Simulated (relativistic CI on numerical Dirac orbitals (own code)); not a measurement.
# La⁺: one ion under different settings

Aim: see what numerical and physical settings do to the SCF, the total energy and the lowest levels of La⁺.

Method: Dirac-Coulomb-Breit CI, KLI orbitals optimised for each configuration, model QED (radiative potential, 1s self-energy scaled to tabulated hydrogen-like ionisation energies), numerical settings as typed. Code: relativistic CI on numerical Dirac orbitals (own code) version 3.

**1. What is computed**

```
ion            : La⁺ (La II)
nuclear charge : 57
electrons      : 56
isotope        : A = 139
```

**2. Usual settings**

The run's settings:

```ini
atom La  Z=57  charge=1  electrons=56
nucleus A=139  rms_radius_fm=4.8550
hamiltonian dirac-coulomb  breit=on  qed=on  c_scale=1
orbitals kli  potential=per-configuration
slater_scale 1
correlation none
mixing on
grid step=0.0125 r_max=129.7
scf mixing=0.4 start=green max_iterations=150 tolerance=2e-08 node_fill=0.05
configurations
  [Xe] 5d2
  [Xe] 6s2
end
```

On the command line:

```console
> python run_levels.py task.json out
```

One command runs all members of the session, one after another, from task.json.

**3. Iteration limit 30, start potential bare**

Changes to the settings of step 2:

```diff
@@ -8,3 +8,3 @@
 grid step=0.0125 r_max=129.7
-scf mixing=0.4 start=green max_iterations=150 tolerance=2e-08 node_fill=0.05
+scf mixing=0.4 start=bare max_iterations=30 tolerance=2e-08 node_fill=0.05
 configurations
```

**4. Slater scale 0.5**

The run's settings:

```ini
atom La  Z=57  charge=1  electrons=56
nucleus A=139  rms_radius_fm=4.8550
hamiltonian dirac-coulomb  breit=on  qed=on  c_scale=1
orbitals kli  potential=per-configuration
slater_scale 0.5
correlation none
mixing on
grid step=0.0125 r_max=129.7
scf mixing=0.4 start=green max_iterations=150 tolerance=2e-08 node_fill=0.05
configurations
  [Xe] 5d2
  [Xe] 6s2
end
```

**5. Speed-of-light factor 2, node fill 0.2, iteration limit 20**

The run's settings:

```ini
atom La  Z=57  charge=1  electrons=56
nucleus A=139  rms_radius_fm=4.8550
hamiltonian dirac-coulomb  breit=on  qed=on  c_scale=2
orbitals kli  potential=per-configuration
slater_scale 1
correlation none
mixing on
grid step=0.0125 r_max=129.7
scf mixing=0.4 start=green max_iterations=20 tolerance=2e-08 node_fill=0.2
configurations
  [Xe] 5d2
  [Xe] 6s2
end
```

**6. Iteration limit 20, Slater scale 0.6, grid step 0.006**

The run's settings:

```ini
atom La  Z=57  charge=1  electrons=56
nucleus A=139  rms_radius_fm=4.8550
hamiltonian dirac-coulomb  breit=on  qed=on  c_scale=1
orbitals kli  potential=per-configuration
slater_scale 0.6
correlation none
mixing on
grid step=0.006 r_max=129.7
scf mixing=0.4 start=green max_iterations=20 tolerance=2e-08 node_fill=0.05
configurations
  [Xe] 5d2
  [Xe] 6s2
end
```

**7. Nuclear radius 48.55**

The run's settings:

```ini
atom La  Z=57  charge=1  electrons=56
nucleus A=139  rms_radius_fm=48.5500
hamiltonian dirac-coulomb  breit=on  qed=on  c_scale=1
orbitals kli  potential=per-configuration
slater_scale 1
correlation none
mixing on
grid step=0.0125 r_max=129.7
scf mixing=0.4 start=green max_iterations=99 tolerance=2e-08 node_fill=0.05
configurations
  [Xe] 5d2
  [Xe] 6s2
end
```

**8. Speed-of-light factor 0.4**

The run's settings:

```ini
atom La  Z=57  charge=1  electrons=56
nucleus A=139  rms_radius_fm=4.8550
hamiltonian dirac-coulomb  breit=on  qed=on  c_scale=0.4
orbitals kli  potential=per-configuration
slater_scale 1
correlation none
mixing on
grid step=0.0125 r_max=129.7
scf mixing=0.4 start=green max_iterations=59 tolerance=2e-08 node_fill=0.05
configurations
  [Xe] 5d2
  [Xe] 6s2
end
```

(Steps that only read results are left out.)

**Question.** What will these runs give? Wanted: lowest level, usual settings; total energy; first excitation.

The runs gave:

| setting | total energy less usual (Ha) | largest shift of a level among the lowest eight of both runs, same label and place (cm⁻¹) | SCF iterations | time | lowest level | kind of change |
| --- | --- | --- | --- | --- | --- | --- |
| usual | 0 | 0 | 22 | 0.29 s | 5d2 3F2 | - |
| iteration limit 30, start potential bare | 0 | 0 | 34 | 0.38 s | 5d2 3F2 | numerical |
| Slater scale 0.5 | 0.00979 | 3390 | 22 | 0.27 s | 5d2 3F2 | model term |
| speed-of-light factor 2, node fill 0.2, iteration limit 20 | 202 | 937 | 22 | 0.28 s | 5d2 3F2 | unphysical constant |
| iteration limit 20, Slater scale 0.6, grid step 0.006 | 0.00771 | 2710 | 22 | 0.58 s | 5d2 3F2 | model term |
| nuclear radius 48.55 | 21.8 | 11.6 | 22 | 0.27 s | 5d2 3F2 | unsound |
| speed-of-light factor 0.4 | -3.98e+03 | 193000 | 26 | 0.34 s | 6s2 1S0 | unsound |

```
                    quantity          value
lowest level, usual settings        5d2 3F2
                total energy  -8481.8677 Ha
            first excitation     606.5 cm⁻¹
```

What this shows: The lowest level changes under «speed-of-light factor 0.4». Among the runs whose levels can be followed, they move most under «speed-of-light factor 0.4» (unsound), by up to 193000 cm⁻¹. No visible change in the result comes from «iteration limit 30, start potential bare». «Iteration limit 30, start potential bare» costs 34 SCF iterations against 22. Under «speed-of-light factor 0.4» the program warns: orbitals of one symmetry overlap by 6.9e-03. Only the listed configurations are in the model. In a near-neutral ion this small CI can misplace whole configurations by 10,000 cm⁻¹ or more, above all where the count of f electrons changes.
